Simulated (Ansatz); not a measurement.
BiSbSe: single point with PBE

Crystal: BiSbSe.

```
CELL_PARAMETERS angstrom
4.81662 0.00000 0.00000
-2.40831 4.17131 0.00000
0.00000 0.00000 4.70240
ATOMIC_POSITIONS crystal
Sb 0.65179 0.32660 0.50847
Bi 0.99860 0.99654 0.00656
Se 0.33476 0.66413 0.49501
```

The cell was built by a generator and needn't be a form met in nature.

The cell isn't the ideal one: atoms moved at random, drawn with an rms of 0.05 Å.

```yaml
Program: Ansatz 0.2.0
Task: single point
Functional: PBE
Potentials_or_basis: all-electron LAPW, scalar-relativistic
Cutoff: 245 eV (chosen from the basis error)
Basis_error_allowed: 0.001 eV/atom
k_mesh: 7 × 7 × 6
Occupations: fermi-dirac, width 0.05 eV
Spin: no spin polarisation
```

```yaml
Pressure: -1.1 GPa
Largest_force: 0.229 eV/Å
Band_gap_on_the_k_mesh: none (metal or under the smearing width)
Loewdin_charges: Sb +0.23; Bi +0.09; Se -0.18 e
```

Forces in eV/Å, atoms in the order of the input:
```
Sb   0.086  0.008  0.197
Bi   0.064  0.017 -0.026
Se  -0.150 -0.025 -0.171
```

Stress tensor (GPa, compression positive):
```
 0.98 -0.83  0.03
-0.83  1.37  0.00
 0.03  0.00 -5.57
```

Levels at points of the mesh, in eV from the Fermi level:
| k point | band 38 | band 39 | band 40 | band 41 | band 42 | band 43 | band 44 | band 45 | band 46 | band 47 |
| --- | --- | --- | --- | --- | --- | --- | --- | --- | --- | --- |
| (0.00, 0.00, 0.00) | -4.23 | -3.89 | -3.83 | -1.53 | -1.25 | 0.79 | 2.91 | 3.02 | 3.15 | 3.36 |
| (0.00, 0.00, -0.50) | -4.14 | -3.73 | -2.84 | -0.36 | 0.05 | 0.19 | 0.23 | 0.42 | 0.56 | 4.97 |

Wall time 2.6 min on 2 threads of Arm Neoverse V1 (shared host), peak memory 1 GiB.

Caveat: spin-orbit coupling is left out, which moves the levels of the heavy elements.
